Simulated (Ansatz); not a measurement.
# GeSbTe3: the cost of one run

Program: Ansatz 0.2.0. Level of theory: DFT PBE, scalar-relativistic, plane waves, PAW. These are calculated values, not measurements.

## Step 1: The system as given

It takes space group P4/mmm (No. 123, tetragonal). The conventional cell has a = 4.868 Å, b = 4.868 Å, c = 6.807 Å, α = 90.00°, β = 90.00°, γ = 90.00°. Ge (site symmetry 4/mmm) has 6 Te at 2.43 to 3.40 Å as nearest neighbours. Sb (site symmetry 4/mmm) has 4 Te at 2.43 Å as nearest neighbours. Around Te (site symmetry mmm) lie 2 Ge at 2.43 Å and 2 Sb at 2.43 Å. Te (site symmetry 4/mmm) has 2 Ge at 3.40 Å as nearest neighbours.

Coordinates:

```cif
data_structure
_symmetry_space_group_name_H-M 'P 1'
_symmetry_Int_Tables_number 1
_cell_length_a 4.8676
_cell_length_b 4.8676
_cell_length_c 6.8068
_cell_angle_alpha 90.000
_cell_angle_beta 90.000
_cell_angle_gamma 90.000
_cell_volume 161.28
loop_
_atom_site_label
_atom_site_type_symbol
_atom_site_fract_x
_atom_site_fract_y
_atom_site_fract_z
_atom_site_occupancy
Ge1 Ge 0.50000 0.50000 0.50000 1
Sb1 Sb 0.00000 0.00000 0.50000 1
Te1 Te 0.00000 0.50000 0.50000 1
Te2 Te 0.50000 0.00000 0.50000 1
Te3 Te 0.50000 0.50000 0.00000 1
```

A structure generator made this guess: random cell by space group and Wyckoff sites (P4/mmm, No. 123). The dimensions are guesses.

## Step 2: The guess as it stands, on a coarse mesh

File input.yaml:

```yaml
crystal:
  lattice:
    - [4.86764608, 0.0, 0.0]
    - [0.0, 4.86764608, 0.0]
    - [0.0, 0.0, 6.80680236]
  atoms:
    - { symbol: Ge, position: [0.5, 0.5, 0.5] }
    - { symbol: Sb, position: [0.0, 0.0, 0.5] }
    - { symbol: Te, position: [0.0, 0.5, 0.5] }
    - { symbol: Te, position: [0.5, 0.0, 0.5] }
    - { symbol: Te, position: [0.5, 0.5, 0.0] }
basis:
  ecutwfc: 420
kpoints:
  mp_grid: { grid: [4, 4, 4] }
hamiltonian:
  xc: pbe
scf:
  occupations: { method: gaussian, width: 0.1 }
  lower_state_search: "off"
output:
  forces: true
  stress: true
  eigenvalues: true
```

Command:

```bash
> ansatz run input.yaml --threads 1 --pin off --max-ram 2560MiB --backend cpu --events-out ev --progress --plain --runs-dir out
```

Q: Estimate wall time and peak memory on 1 thread of Intel Xeon Platinum 8259CL at 2.50GHz (Skylake/Cascade Lake), shared host.

About 8.1 s, with a peak of 0.53 GiB.
